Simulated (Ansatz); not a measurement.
## NaHg3, space group Pm-3m: a comparison of norm-conserving and PAW potentials

Run with Ansatz 0.2.0, Python API.

The script reads `nahg3.cif`:
```cif
data_NaHg3
_cell_length_a 4.640629
_cell_length_b 4.640629
_cell_length_c 4.640629
_cell_angle_alpha 90.00000
_cell_angle_beta 90.00000
_cell_angle_gamma 90.00000
_symmetry_space_group_name_H-M 'P 1'
_symmetry_Int_Tables_number 1
loop_
_symmetry_equiv_pos_as_xyz
'x, y, z'
loop_
_atom_site_label
_atom_site_type_symbol
_atom_site_fract_x
_atom_site_fract_y
_atom_site_fract_z
Na1 Na    0.000000    0.000000    0.000000
Hg2 Hg    0.000000    0.500000    0.500000
Hg3 Hg    0.500000    0.000000    0.500000
Hg4 Hg    0.500000    0.500000    0.000000
```

The script, `run_nc_paw.py`:
```python
"""Two kinds of potentials on NaHg3."""

import ansatz as az
from ase.io import read
import numpy as np


def count_gap(report):
    # lowest empty less highest filled band, counting bands; zero where they overlap
    return max(report.get("gap_by_band_count_ev") or 0.0, 0.0)

atoms = read("nahg3.cif")
system = az.Crystal.from_ase(atoms)

calculation = (
    system.calculation()
    .kpoints(5, 5, 5)
    .occupations("fermi_dirac")
    .functional("lda")
    .stress()
    .forces()
    .band_table()
)
variants = {
    "PAW": calculation.pseudopotentials("paw"),
    "norm-conserving": calculation.pseudopotentials("nc"),
}
# totals differ by the cores that each treatment holds, so compare what does not depend on them
rows = []
for label, variant in variants.items():
    rep = variant.run().report
    levels = np.array(rep["eigenvalues_ev"][0]) - rep["fermi_energy_ev"]
    print(label, "levels at the first k-point near E_F:", np.round(levels[np.abs(levels) < 5], 3))
    rows.append((label, rep["n_electrons"], np.trace(rep["stress_gpa"]) / 3, count_gap(rep)))
for row in rows:
    print("; ".join(f"{name} = {round(v, 4) if isinstance(v, float) else v}" for name, v in zip(["treatment", "electrons in bands", "P GPa", "gap by band count eV"], row)))
```

Running `python run_nc_paw.py` prints:
```text
DeckWarning: basis.ecutwfc = 420 eV, auto-derived from the records' recommended cutoffs: set by Na (normal level)
PAW levels at the first k-point near E_F: [-0.314 -0.314  0.376  0.376  0.376]
DeckWarning: basis.ecutwfc = 1197.300995 eV, auto-derived from the records' recommended cutoffs: set by Na (normal level)
norm-conserving levels at the first k-point near E_F: [-0.324 -0.324  0.38   0.38   0.38 ]
treatment = PAW; electrons in bands = 69.0; P GPa = -3.6573; gap by band count eV = 0.0
treatment = norm-conserving; electrons in bands = 69.0; P GPa = -3.6834; gap by band count eV = 0.0
```
(Warnings from the package without file and line.)

PAW gives -3.657 GPa and norm-conserving -3.683 GPa, 0.026 GPa apart. They took 0.9 and 4.5 s of processor time.

Caveats:
- The mesh is modest for a metal, so energies can be off by several to tens of meV an atom and pressures by half a GPa or more; differences at equal mesh fare better.
- A gap by band count of zero or less means overlapping bands, a metal, and at an odd count of electrons it is no gap at all.
- This cell is a computed structure, which may not be the phase found in nature.
- Levels are Kohn-Sham eigenvalues on this mesh, without spin-orbit coupling.
- Stress is positive in compression.
- Timing: 6.4 s on 1 thread of Intel(R) Xeon(R) 6975P-C (Granite Rapids), on a shared host, peak memory 0.63 GiB.

(A comment or docstring line of the script was reworded after the run, the code is as it ran; lines on the test bed's own set-up are left out of the output.)
